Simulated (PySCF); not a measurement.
# C2H8N2Si: the cost of one run

Programs: PySCF 2.14.0, with density-fitted response routines of our own. Each step states its level of theory. These are calculated values for one molecule, in the gas phase or a continuum, unless marked as measured. Atoms count from 0, in the outputs and in this text.

## (1) Starting geometry

13 atoms, charge 0, multiplicity 1; geometry from: GFN2-xTB. The atoms were then displaced at random by about 0.01 Å, so the start is not that level's minimum.

Bonds of the start (Å): C0–C1 1.35, C1–Si2 1.91, Si2–N3 1.70, Si2–N4 1.72, C0–H5 1.07, C0–H6 1.07, C1–H7 1.10, Si2–H8 1.44, N3–H9 1.00, N3–H10 1.05, N4–H11 1.02, N4–H12 1.02.

## (2) Geometry optimisation at PBE0-D3(BJ)/def2-SVP

Job settings and geometry (Å):

```
{"job": {"xc": "PBE0", "basis": "def2-SVP", "d3": "d3bj", "grid": 1, "shake": 0.01, "kind": "geom"}, "charge": 0, "multiplicity": 1}
C      1.964830    -0.858320     0.252140
C      1.295620     0.108950    -0.418390
Si    -0.595330     0.319120    -0.515280
N     -1.231500    -1.107320     0.164030
N     -1.272210     1.575080     0.443740
H      1.408020    -1.590210     0.790400
H      3.032390    -0.897630     0.283710
H      1.908760     0.858590    -0.949820
H     -0.946440     0.680980    -1.867670
H     -0.991660    -1.995150    -0.218560
H     -2.267380    -1.108620     0.339160
H     -1.256070     1.456770     1.460940
H     -1.043220     2.540870     0.225270
```

On the command line:

```sh
$ OMP_NUM_THREADS=1 python probes_run.py task.json out
```

This one command runs all jobs of the session in turn.

**Question.** How long does this first job take on 1 thread of Intel Xeon Platinum 8488C, shared host, and how much memory does it need?

About 39 s, with a peak of 0.48 GiB.
